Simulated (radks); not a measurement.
# Valence configurations of Sn⁺

One table from this session's results is given with a row withheld; the runs are named, their logs left out.

The numbers are computed with radks (a radial shooting solver on a logarithmic mesh, Libxc functionals) version 1 (Dirac Kohn-Sham, PBE, spin-unpolarised, spherical densities, finite nucleus; open shells fill j = l - 1/2 first), except any that are marked as measured or tabulated.

## The system

| Property | Result |
| --- | --- |
| element | tin (Z = 50) |
| charge | +1 |
| electrons | 49 |
| configuration | [Kr] 4d10 5s2 5p1 |
| nuclear rms radius | 4.6519 fm |
| others tried | 4d9 5s2 5p2; 4d8 5s2 5p3; 4d10 5p3; 4d9.5 5s2 5p1.5; 4d10 5s1.5 5p1.5; 4d9 5p4; 4d7 5s2 5p4; 4d10 5s1 5p2; 4d7 5s1 5p5 |

Set-up of the first run:

Settings of this run:

```text
Z 50
configuration [Kr] 4d10 5s2 5p1
relativity Dirac
functional pbe,pbe
spin unpolarised
j_filling energy
nucleus finite rms 4.6519 fm
c 137.035999084
```

Steps of the session up to this table: [Kr] 4d10 5s2 5p1.

One of the session's tables, all rows but one given; the rest of the session is left out.

Sizes of the orbitals, from the radial functions (bohr):

```
level     <r>  outermost maximum (interpolated)  90 % within  nodes
4s1/2  0.8187                             0.746         1.19      3
4p1/2  0.8657                             0.772         1.27      2
4p3/2  0.8954                             0.797         1.32      2
4d3/2   1.088                             0.881         1.69      1
4d5/2   1.103                             0.891         1.72      1
5s1/2   2.310                              1.99         3.39      4
5p1/2   2.837                              2.37         4.25      3
5p3/2       ?                                 ?            ?      ?
```

**Question.** Estimate the row for 5p3/2.

The run gave: <r>: 2.945; outermost maximum (interpolated): 2.46; 90 % within: 4.41; nodes: 3. In the column «<r>» it is the highest.
